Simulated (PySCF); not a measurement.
# SiGeH6 in PySCF: settings compared, part 2 of 2

PySCF 2.14.0. Earlier steps stand in the parts before.

## Step 4: G0W0 quasiparticle levels, PBE0

run.py reads:

```python
import json
import numpy as np
from pyscf.pbc import gto, scf, dft, df
from pyscf.pbc.tools import pyscf_ase
from ase.io import read

atoms = read('SiGeH6.xyz')
cell = pyscf_ase.cell_from_ase(atoms)
cell.basis = '6-31g*'
cell.exp_to_discard = 0
cell.precision = 1e-08
cell.max_memory = 2520  # MB
cell.verbose = 4
cell.build()

res = {}
kpts = cell.make_kpts([1, 1, 1])
mf = dft.KRKS(cell, kpts, xc='pbe0', exxdiv='ewald')
mf = mf.density_fit()
mf.with_df._cderi = 'cderi.h5'  # three-centre integrals saved by an earlier run on this cell, basis and mesh
mf.conv_tol = 1e-08
mf.max_cycle = 60

mf.kernel()
res.update(converged=bool(mf.converged), e_tot=mf.e_tot, nelec=cell.nelectron, nao=cell.nao, mesh=list(map(int, cell.mesh)), a=cell.lattice_vectors().tolist(), coords=cell.atom_coords().tolist(),
           mo_energy=[np.real(x).tolist() for x in mf.mo_energy], mo_occ=[np.real(x).tolist() for x in mf.mo_occ])
import h5py
print('fit functions by k pair:', sorted({v['0'].shape[0] for v in h5py.File(mf.with_df._cderi)['j3c'].values()}))
res.update(kpts=cell.get_scaled_kpts(kpts).tolist())
res['parts'] = {k: float(np.real(v)) for k, v in mf.scf_summary.items() if np.isscalar(v)}
json.dump(res, open('results.json', 'w'))
if not mf.converged:
    raise SystemExit('SCF not converged')

print('levels (eV)')
for i, kp in enumerate(res['kpts'][:40]):
    print('k %7.4f %7.4f %7.4f  ' % tuple(kp), ' '.join('%.3f' % (x * 27.211386) for x in res['mo_energy'][i][:31]))

# Mulliken populations
dm, s = np.asarray(mf.make_rdm1()), np.asarray(mf.get_ovlp())
sites = cell.aoslice_by_atom()[:, 2:]
tot = np.einsum('kij,kji->i', dm, s).real / len(kpts)
res['mulliken'] = [cell.atom_charge(i) - tot[a0:a1].sum() for i, (a0, a1) in enumerate(sites)]
print('Mulliken charges', np.round(res['mulliken'], 5))

from pyscf.pbc.gw.krgw_ac import KRGWAC
gw = KRGWAC(mf, frozen=14)
gw.fc = True
orbs = list(range(23, 29))
gw.kernel(orbs=orbs)
res['orbs'] = orbs
res['qp'] = np.asarray(gw.mo_energy).real.tolist()
res['done'] = True
json.dump(res, open('results.json', 'w'))
```

SiGeH6.xyz reads:

```xyz
8
Lattice="13.0000000000 0.0000000000 0.0000000000 0.0000000000 13.0000000000 0.0000000000 0.0000000000 0.0000000000 14.0000000000" Properties=species:S:1:pos:R:3 pbc="T T T"
Si     5.9665999900      6.9283500000      6.0207499800
Ge     7.0130000200      6.1480499600      8.0083500000
H      4.5884000500      7.3990499700      6.3200499600
H      5.8924999900      5.8334499600      5.0176499800
H      6.7440999600      8.0563499900      5.4435500000
H      7.1023999800      7.2754500000      9.0503499800
H      8.4375999500      5.6513499900      7.7100500400
H      6.2140000000      4.9856500200      8.6210500600
```

Potentials or basis: 6-31g* (all-electron).

Started as:

```console
$ OMP_NUM_THREADS=2 python -u run.py > log
```

Log:

```text
Discarded 0 diffused primitive functions, 0 contracted functions

PySCF version 2.14.0

[INPUT] verbose = 4
[INPUT] num. atoms = 8
[INPUT] num. electrons = 52
[INPUT] charge = 0
[INPUT] spin (= nelec alpha-beta = 2S) = 0
[INPUT] symmetry False subgroup None
[INPUT] Mole.unit = angstrom
[INPUT] Symbol           X                Y                Z      unit          X                Y                Z       unit  Magmom
[INPUT]  1 Si     5.966599990000   6.928350000000   6.020749980000 AA   11.275239875933  13.092683995130  11.377568526681 Bohr   0.0
[INPUT]  2 Ge     7.013000020000   6.148049960000   8.008350000000 AA   13.252649349369  11.618130624543  15.133588209661 Bohr   0.0
[INPUT]  3 H      4.588400050000   7.399049970000   6.320049960000 AA    8.670819444441  13.982178025271  11.943163517968 Bohr   0.0
[INPUT]  4 H      5.892499990000   5.833449960000   5.017649980000 AA   11.135211170102  11.023622785755   9.481984251129 Bohr   0.0
[INPUT]  5 H      6.744099960000   8.056349990000   5.443550000000 AA   12.744501881090  15.224295044742  10.286818645376 Bohr   0.0
[INPUT]  6 H      7.102399980000   7.275450000000   9.050349980000 AA   13.421590789316  13.748607932967  17.102682793663 Bohr   0.0
[INPUT]  7 H      8.437599950000   5.651349990000   7.710050040000 AA   15.944753054144  10.679503715164  14.569882982292 Bohr   0.0
[INPUT]  8 H      6.214000000000   4.985650020000   8.621050060000 AA   11.742758138047   9.421513090732  16.291423519565 Bohr   0.0

nuclear repulsion = 22.6736059107465
number of shells = 32
number of NR pGTOs = 170
number of NR cGTOs = 62
basis = 6-31g*
ecp = {}
lattice vectors  a1 [24.566439619, 0.000000000, 0.000000000]
                 a2 [0.000000000, 24.566439619, 0.000000000]
                 a3 [0.000000000, 0.000000000, 26.456165744]
dimension = 3
low_dim_ft_type = None
Cell volume = 15966.6
exp_to_discard = 0
rcut = 29.524367151608605 (nimgs = [2 2 2])
precision = 1e-08
pseudo = None
ke_cutoff = 6153476.388535032
    = [27435 27435 29545] mesh (22237907702625 PWs)

******** <class 'pyscf.pbc.dft.krks.KRKS'> ********
method = KRKS
initial guess = minao
damping factor = 0
level_shift factor = 0
DIIS = <class 'pyscf.scf.diis.CDIIS'>
diis_start_cycle = 1
diis_space = 8
diis_damp = 0
SCF conv_tol = 1e-08
SCF conv_tol_grad = None
SCF max_cycles = 60
direct_scf = True
direct_scf_tol = 1e-13

******** PBC SCF flags ********
N kpts = 1
Exchange divergence treatment (exxdiv) = ewald
    madelung (= occupied orbital energy shift) = 0.11246591248890078
    Total energy shift due to Ewald probe charge = -1/2 * Nelec*madelung = -2.92411372471
DF object = <pyscf.pbc.df.df.GDF object>
XC functionals = pbe0
small_rho_cutoff = 0
radial grids:
    Treutler-Ahlrichs [JCP 102, 346 (1995); DOI:10.1063/1.469408] (M4) radial grids

becke partition: Becke, JCP 88, 2547 (1988); DOI:10.1063/1.454033
pruning grids: <function nwchem_prune>
grids dens level: 3
symmetrized grids: False
atomic radii adjust function: <function treutler_atomic_radii_adjust>
Set gradient conv threshold to 0.0001

******** <class 'pyscf.pbc.df.rsdf_builder._RSNucBuilder'> ********
mesh = [47 47 51] (112659 PWs)
ke_cutoff = 17.302185920816544
omega = 0.5229654415994075
exclude_d_aux = False
exclude_dd_block = True
j2c_eig_always = False
has_long_range = True
tot grids = 98668
cell vol = 15966.5594  sum(weights) = 15578.4031
nelec by numeric integration = 51.99999761412604
init E= -2368.82748652129
  HOMO = -0.289653839672  LUMO = 0.00698055553354  gap/eV = 8.07183
nelec by numeric integration = 51.99999924151
cycle= 1 E= -2369.24571846635  delta_E= -0.418  |g|= 0.403  |ddm|= 2.27
  HOMO = -0.303198694203  LUMO = 0.0274577943642  gap/eV = 8.99762
nelec by numeric integration = 51.99999835392067
cycle= 2 E= -2369.24411246441  delta_E= 0.00161  |g|= 0.431  |ddm|= 0.32
  HOMO = -0.29137830669  LUMO = 0.0351860393018  gap/eV = 8.88627
nelec by numeric integration = 51.999998873648735
cycle= 3 E= -2369.25940303155  delta_E= -0.0153  |g|= 0.0094  |ddm|= 0.189
  HOMO = -0.29307677844  LUMO = 0.0344255263399  gap/eV = 8.91179
nelec by numeric integration = 51.99999887175501
cycle= 4 E= -2369.25942186603  delta_E= -1.88e-05  |g|= 0.00396  |ddm|= 0.0199
  HOMO = -0.292888385542  LUMO = 0.0345538377567  gap/eV = 8.91016
nelec by numeric integration = 51.99999887396277
cycle= 5 E= -2369.25942723963  delta_E= -5.37e-06  |g|= 0.000307  |ddm|= 0.00695
  HOMO = -0.292777268589  LUMO = 0.0346353153606  gap/eV = 8.90935
nelec by numeric integration = 51.999998874108485
cycle= 6 E= -2369.25942728308  delta_E= -4.35e-08  |g|= 0.000102  |ddm|= 0.000691
  HOMO = -0.292799833138  LUMO = 0.0346251455325  gap/eV = 8.90969
nelec by numeric integration = 51.99999887405569
cycle= 7 E= -2369.25942728709  delta_E= -4.01e-09  |g|= 1.22e-05  |ddm|= 0.000165
  HOMO = -0.292795695995  LUMO = 0.0346266731289  gap/eV = 8.90962
nelec by numeric integration = 51.999998874083104
Extra cycle  E= -2369.25942728713  delta_E= -3.96e-11  |g|= 8.93e-06  |ddm|= 3.41e-05
converged SCF energy = -2369.25942728713
fit functions by k pair: [421]
levels (eV)
k  0.0000  0.0000  0.0000   -10859.794 -1802.202 -1359.056 -1208.942 -1208.940 -1208.939 -171.369 -144.731 -121.111 -121.111 -121.105 -99.369 -99.361 -99.361 -32.688 -32.687 -32.646 -32.604 -32.603 -15.864 -14.061 -9.870 -9.869 -9.117 -9.116 -7.967 0.942 1.208 1.210 2.320 3.011
Mulliken charges [ 0.18825 -0.19029 -0.04742 -0.04731 -0.04733  0.0481   0.04796  0.04804]

******** <class 'pyscf.pbc.gw.krgw_ac.KRGWAC'> ********
method = KRGWAC
GW nocc = 12, nvir = 36, nkpts = 1
frozen orbitals = 14
orbital list = [23, 24, 25, 26, 27, 28]
off-diagonal self-energy = False
GW density matrix = False
density-fitting for exchange = False
outcore for self-energy= False
finite size corrections = True
grids for finite size corrections = False
broadening parameter = 5.000e-03
number of grids = 100
analytic continuation method = pade
imaginary frequency cutoff = 5.0
Pade points = 18
Pade step ratio = 0.667
use perturbative linearized QP eqn = False
QPE max iter = 100
QPE tolerance = 1.0e-06

WARN: GW QP energies may not be sorted from min to max
```

Run time: 27 s. Hardware: 2 threads of Intel Xeon at 2.70GHz, shared host; peak memory 1.9 GiB.

Results:

* Free energy: -64470.8334 eV
* Gap between the frontier levels, mean-field level: 8.91 eV
* Mulliken charges: Si +0.19; Ge -0.19; H -0.05, +0.05 e
* Quasiparticle gap: 12.54 eV

Caveat: the basis is small and the box finite, so much correlation energy is missing and levels can be off by tenths of an eV; Mulliken charges move with the basis; this is a molecule in a periodic box at the Γ point, so its band gap is the HOMO-LUMO gap; total energy, band gap and charges are those of the mean-field reference; relativity is left out, which matters for the heavier elements; the basis of atomic orbitals isn't converged, which shifts pressures, moduli and gaps.

## Step 5: Excitation energies (Tamm-Dancoff), PBE0

run.py: that of step 4 with these lines changed.

```diff
@@ -45,9 +45,9 @@
 
-from pyscf.pbc.gw.krgw_ac import KRGWAC
-gw = KRGWAC(mf, frozen=14)
-gw.fc = True
-orbs = list(range(23, 29))
-gw.kernel(orbs=orbs)
-res['orbs'] = orbs
-res['qp'] = np.asarray(gw.mo_energy).real.tolist()
+from pyscf.pbc import tdscf
+td = tdscf.KTDA(mf)
+td.nstates = 5
+td.kshift_lst = [0]
+td.conv_tol = 1e-5
+td.kernel()
+res.update(excitations=np.real(td.e[0]).tolist(), post_converged=bool(np.all(td.converged)))
 res['done'] = True
```

SiGeH6.xyz is that of step 4.

Potentials or basis: 6-31g* (all-electron).

Started as:

```console
$ OMP_NUM_THREADS=2 python -u run.py > log
```

Log:

```text
Discarded 0 diffused primitive functions, 0 contracted functions

PySCF version 2.14.0

[INPUT] verbose = 4
[INPUT] num. atoms = 8
[INPUT] num. electrons = 52
[INPUT] charge = 0
[INPUT] spin (= nelec alpha-beta = 2S) = 0
[INPUT] symmetry False subgroup None
[INPUT] Mole.unit = angstrom
[INPUT] Symbol           X                Y                Z      unit          X                Y                Z       unit  Magmom
[INPUT]  1 Si     5.966599990000   6.928350000000   6.020749980000 AA   11.275239875933  13.092683995130  11.377568526681 Bohr   0.0
[INPUT]  2 Ge     7.013000020000   6.148049960000   8.008350000000 AA   13.252649349369  11.618130624543  15.133588209661 Bohr   0.0
[INPUT]  3 H      4.588400050000   7.399049970000   6.320049960000 AA    8.670819444441  13.982178025271  11.943163517968 Bohr   0.0
[INPUT]  4 H      5.892499990000   5.833449960000   5.017649980000 AA   11.135211170102  11.023622785755   9.481984251129 Bohr   0.0
[INPUT]  5 H      6.744099960000   8.056349990000   5.443550000000 AA   12.744501881090  15.224295044742  10.286818645376 Bohr   0.0
[INPUT]  6 H      7.102399980000   7.275450000000   9.050349980000 AA   13.421590789316  13.748607932967  17.102682793663 Bohr   0.0
[INPUT]  7 H      8.437599950000   5.651349990000   7.710050040000 AA   15.944753054144  10.679503715164  14.569882982292 Bohr   0.0
[INPUT]  8 H      6.214000000000   4.985650020000   8.621050060000 AA   11.742758138047   9.421513090732  16.291423519565 Bohr   0.0

nuclear repulsion = 22.6736059107465
number of shells = 32
number of NR pGTOs = 170
number of NR cGTOs = 62
[... 80 lines left out ...]
cycle= 7 E= -2369.25942728709  delta_E= -4.01e-09  |g|= 1.22e-05  |ddm|= 0.000165
  HOMO = -0.292795695995  LUMO = 0.0346266731289  gap/eV = 8.90962
nelec by numeric integration = 51.9999988740831
Extra cycle  E= -2369.25942728713  delta_E= -3.82e-11  |g|= 8.93e-06  |ddm|= 3.41e-05
converged SCF energy = -2369.25942728713
fit functions by k pair: [421]
levels (eV)
k  0.0000  0.0000  0.0000   -10859.794 -1802.202 -1359.056 -1208.942 -1208.940 -1208.939 -171.369 -144.731 -121.111 -121.111 -121.105 -99.369 -99.361 -99.361 -32.688 -32.687 -32.646 -32.604 -32.603 -15.864 -14.061 -9.870 -9.869 -9.117 -9.116 -7.967 0.942 1.208 1.210 2.320 3.011
Mulliken charges [ 0.18825 -0.19029 -0.04742 -0.04731 -0.04733  0.0481   0.04796  0.04804]

******** <class 'pyscf.pbc.tdscf.krks.TDA'> for <class 'pyscf.pbc.dft.krks.KRKS'> ********
nstates = 5 singlet
deg_eia_thresh = 1.000e-03
kshift_lst = [0]
wfnsym = None
conv_tol = 1e-05
eigh lindep = 1e-12
eigh level_shift = 0
eigh max_cycle = 100

nelec by numeric integration = 51.9999988740831

******** <class 'pyscf.pbc.df.rsdf_builder._RSNucBuilder'> ********
mesh = [47 47 51] (112659 PWs)
ke_cutoff = 17.302185920816544
omega = 0.5229654415994075
exclude_d_aux = False
exclude_dd_block = True
j2c_eig_always = False
has_long_range = True
kshift = 0  Excited State energies (eV)
[7.92958148 7.93087407 8.16663362 8.7779489  8.77868029]
```

Wall time 59 s (2 threads of Intel Xeon at 2.70GHz, shared host); peak memory 1.9 GiB.

What came out:

```
Free energy                     : -64470.8334 eV
Gap between the frontier levels : 8.91 eV
Mulliken charges                : Si +0.19; Ge -0.19; H -0.05, +0.05 e
```

Lowest excitation energies (eV): 7.93, 7.93, 8.17, 8.78, 8.78

Caveat: the basis is small and the box finite, so much correlation energy is missing and levels can be off by tenths of an eV; Mulliken charges move with the basis; the iterative solver can pass over a root and still report convergence; this is a molecule in a periodic box at the Γ point, so its band gap is the HOMO-LUMO gap; total energy, band gap and charges are those of the mean-field reference; relativity is left out, which matters for the heavier elements; the basis of atomic orbitals isn't converged, which shifts pressures, moduli and gaps.

## Step 6: CCSD(T) correlation energy, HF

run.py: that of step 5 with these lines changed.

```diff
@@ -17,3 +17,3 @@
 kpts = cell.make_kpts([1, 1, 1])
-mf = dft.KRKS(cell, kpts, xc='pbe0', exxdiv='ewald')
+mf = scf.KRHF(cell, kpts, exxdiv='ewald')
 mf = mf.density_fit()
@@ -45,9 +45,12 @@
 
-from pyscf.pbc import tdscf
-td = tdscf.KTDA(mf)
-td.nstates = 5
-td.kshift_lst = [0]
-td.conv_tol = 1e-5
-td.kernel()
-res.update(excitations=np.real(td.e[0]).tolist(), post_converged=bool(np.all(td.converged)))
+from pyscf.pbc import cc
+mycc = cc.KRCCSD(mf, frozen=14)
+mycc.max_cycle = 50
+mycc.conv_tol = 1e-6
+mycc.keep_exxdiv = False
+eris = mycc.ao2mo()
+mycc.kernel(eris=eris)
+res.update(e_corr=mycc.e_corr, e_mp2=float(np.real(mycc.emp2)), post_converged=bool(mycc.converged))
+json.dump(res, open('results.json', 'w'))
+res['e_t'] = float(np.real(mycc.ccsd_t(eris=eris)))
 res['done'] = True
```

SiGeH6.xyz is that of step 5.

Potentials or basis: 6-31g* (all-electron).

Started as:

```console
$ OMP_NUM_THREADS=2 python -u run.py > log
```

Log:

```text
Discarded 0 diffused primitive functions, 0 contracted functions

PySCF version 2.14.0

[INPUT] verbose = 4
[INPUT] num. atoms = 8
[INPUT] num. electrons = 52
[INPUT] charge = 0
[INPUT] spin (= nelec alpha-beta = 2S) = 0
[INPUT] symmetry False subgroup None
[INPUT] Mole.unit = angstrom
[INPUT] Symbol           X                Y                Z      unit          X                Y                Z       unit  Magmom
[INPUT]  1 Si     5.966599990000   6.928350000000   6.020749980000 AA   11.275239875933  13.092683995130  11.377568526681 Bohr   0.0
[INPUT]  2 Ge     7.013000020000   6.148049960000   8.008350000000 AA   13.252649349369  11.618130624543  15.133588209661 Bohr   0.0
[INPUT]  3 H      4.588400050000   7.399049970000   6.320049960000 AA    8.670819444441  13.982178025271  11.943163517968 Bohr   0.0
[INPUT]  4 H      5.892499990000   5.833449960000   5.017649980000 AA   11.135211170102  11.023622785755   9.481984251129 Bohr   0.0
[INPUT]  5 H      6.744099960000   8.056349990000   5.443550000000 AA   12.744501881090  15.224295044742  10.286818645376 Bohr   0.0
[INPUT]  6 H      7.102399980000   7.275450000000   9.050349980000 AA   13.421590789316  13.748607932967  17.102682793663 Bohr   0.0
[INPUT]  7 H      8.437599950000   5.651349990000   7.710050040000 AA   15.944753054144  10.679503715164  14.569882982292 Bohr   0.0
[... 91 lines left out ...]
max_cycle = 50
direct = 1
conv_tol = 1e-06
conv_tol_normt = 1e-05
diis_space = 6
diis_start_cycle = 0
diis_start_energy_diff = 1e+09
Init t2, MP2 energy (with fock eigenvalue shift) = -0.343240879075065
Init E_corr(RCCSD) = -0.343240879075065
cycle = 1  E_corr(RCCSD) = -0.347545971969054  dE = -0.00430509289  norm(t1,t2) = 0.0752638
cycle = 2  E_corr(RCCSD) = -0.363070118658534  dE = -0.0155241467  norm(t1,t2) = 0.0273435
cycle = 3  E_corr(RCCSD) = -0.364645923098536  dE = -0.00157580444  norm(t1,t2) = 0.0118308
cycle = 4  E_corr(RCCSD) = -0.36680391081933  dE = -0.00215798772  norm(t1,t2) = 0.00417924
cycle = 5  E_corr(RCCSD) = -0.366719127076012  dE = 8.47837433e-05  norm(t1,t2) = 0.000813799
cycle = 6  E_corr(RCCSD) = -0.366690485994784  dE = 2.86410812e-05  norm(t1,t2) = 0.000184014
cycle = 7  E_corr(RCCSD) = -0.366698291780512  dE = -7.80578573e-06  norm(t1,t2) = 6.03498e-05
cycle = 8  E_corr(RCCSD) = -0.366699774477693  dE = -1.48269718e-06  norm(t1,t2) = 1.02953e-05
cycle = 9  E_corr(RCCSD) = -0.366699298361098  dE = 4.76116596e-07  norm(t1,t2) = 3.67728e-06
RCCSD converged
E(RCCSD) = -2367.309751506304  E_corr = -0.3666992983610978
pyscf/pbc/cc/kccsd_t_rhf.py:293: ComplexWarning: Casting complex values to real discards the imaginary part
  my_permuted_w[ki,kj,kk] = t3Tw
pyscf/pbc/cc/kccsd_t_rhf.py:294: ComplexWarning: Casting complex values to real discards the imaginary part
  my_permuted_v[ki,kj,kk] = t3Tv
CCSD(T) correction per cell = -0.00781575412946234
CCSD(T) correction per cell (imag) = 0
```

Wall time 45 s (2 threads of Intel Xeon at 2.70GHz, shared host); peak memory 4.9 GiB.

Results:

```
Free energy                      : -64407.8016 eV
Gap between the frontier levels  : 14.45 eV
Mulliken charges                 : Si +0.45; Ge +0.00; H -0.13, -0.02 e
Triples correction               : -0.213 eV
MP2 correlation energy per cell  : -9.340 eV
CCSD correlation energy per cell : -9.978 eV
```

Levels at points of the mesh, in eV from the valence-band top:
```csv
k point,band 22,band 23,band 24,band 25,band 26,band 27,band 28,band 29
"(0.00, 0.00, 0.00)",-2.64,-2.64,-1.74,-1.74,0.00,14.45,14.84,14.84
```

Caveat: the basis is small and the box finite, so much correlation energy is missing and levels can be off by tenths of an eV; Mulliken charges move with the basis; this is a molecule in a periodic box at the Γ point, so its band gap is the HOMO-LUMO gap; total energy, band gap and charges are those of the mean-field reference; relativity is left out, which matters for the heavier elements; the basis of atomic orbitals isn't converged, which shifts pressures, moduli and gaps.

## Step 7: Overview

```tsv
task	level	exxdiv	grid for exchange and correlation	gap on the mesh (eV)
MP2 correlation energy	HF	ewald	-	14.45
RPA correlation energy	PBE	-	Becke, atom-centred	-
G0W0 quasiparticle levels	PBE0	ewald	Becke, atom-centred	-
excitation energies (Tamm-Dancoff)	PBE0	ewald	Becke, atom-centred	8.91
CCSD(T) correlation energy	HF	ewald	-	14.45
```

Alike in all rows: potentials or basis 6-31g* (all-electron); no spin polarisation; cell as given; k mesh 1 × 1 × 1; smearing fixed.

Caveats: the basis is small and the box finite, so much correlation energy is missing and levels can be off by tenths of an eV; this is a molecule in a periodic box at the Γ point, so its band gap is the HOMO-LUMO gap; relativity is left out, which matters for the heavier elements; the basis of atomic orbitals isn't converged, which shifts pressures, moduli and gaps; the iterative solver can pass over a root and still report convergence (some runs).

Total energies depend on the potentials used, so only differences within one code and one set of settings carry meaning.
